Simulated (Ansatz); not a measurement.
## FH8NSi3, SMILES N[SiH2][SiH](F)[SiH3]: a single point from an input written key by key, step by step

Program: Ansatz's Python interface.

The script reads `fh8nsi3.yaml`:
```yaml
crystal:
  periodic: [false, false, false]
  atoms:
    - { symbol: "N", position_ang: [-1.7616, 1.7803, 1.1179] }
    - { symbol: Si, position_ang: [-0.9125, 0.3804, 0.983] }
    - { symbol: Si, position_ang: [0.5392, 0.3214, -0.819] }
    - { symbol: F, position_ang: [-0.1282, 0.6632, -2.1769] }
    - { symbol: Si, position_ang: [1.4098, -1.8237, -0.804] }
    - { symbol: H, position_ang: [-2.3627, 1.9841, 0.2614] }
    - { symbol: H, position_ang: [-1.168, 2.6337, 1.1891] }
    - { symbol: H, position_ang: [-1.8621, -0.6924, 0.8653] }
    - { symbol: H, position_ang: [-0.1609, 0.2705, 2.2992] }
    - { symbol: H, position_ang: [1.645, 1.3443, -0.5953] }
    - { symbol: H, position_ang: [2.3909, -2.0143, -1.8561] }
    - { symbol: H, position_ang: [0.3449, -2.8153, -0.9377] }
    - { symbol: H, position_ang: [2.0466, -2.0669, 0.4881] }
basis:
  gaussian: { orbitals: cc-pVDZ }
hamiltonian:
  xc: pbe0
```

Notebook, run cell by cell (the value of a cell's last expression is shown):

```python
import ansatz as az
```

```python
session = az.Session.from_deck('fh8nsi3.yaml')
summary = session.plan(threads=1).execute().report
```

```python
print(f'E = {summary["free_energy_ev"]:.6f} eV = {summary["free_energy_ev"] / 27.211386246:.7f} Ha')
print('converged:', summary['converged'], ' doubts:', summary['published_state_doubts'] or 'none')
symbols = ['N', 'Si', 'Si', 'F', 'Si', 'H', 'H', 'H', 'H', 'H', 'H', 'H', 'H']
state = summary['mean_field']['state']
print(f'mean field: {state["energy"]["hartree"]:.7f} Ha, <S^2> = {abs(state["spin_squared"]):.4f}, stability: {state.get("stability", {}).get("kind")}')
```

    E = -27956.625469 eV = -1027.3870363 Ha
    converged: True  doubts: none
    mean field: -1027.3870363 Ha, <S^2> = 0.0000, stability: minimum

Notes:
- Total energies depend on the basis set; only differences at equal settings carry meaning.
- The geometry is a force-field or estimated start, not a minimum of this method, and the basis set is short of its limit.
- Hardware and time: 5.2 s on 1 thread of Arm Neoverse V2, with other jobs on the host, peak memory 0.32 GiB.
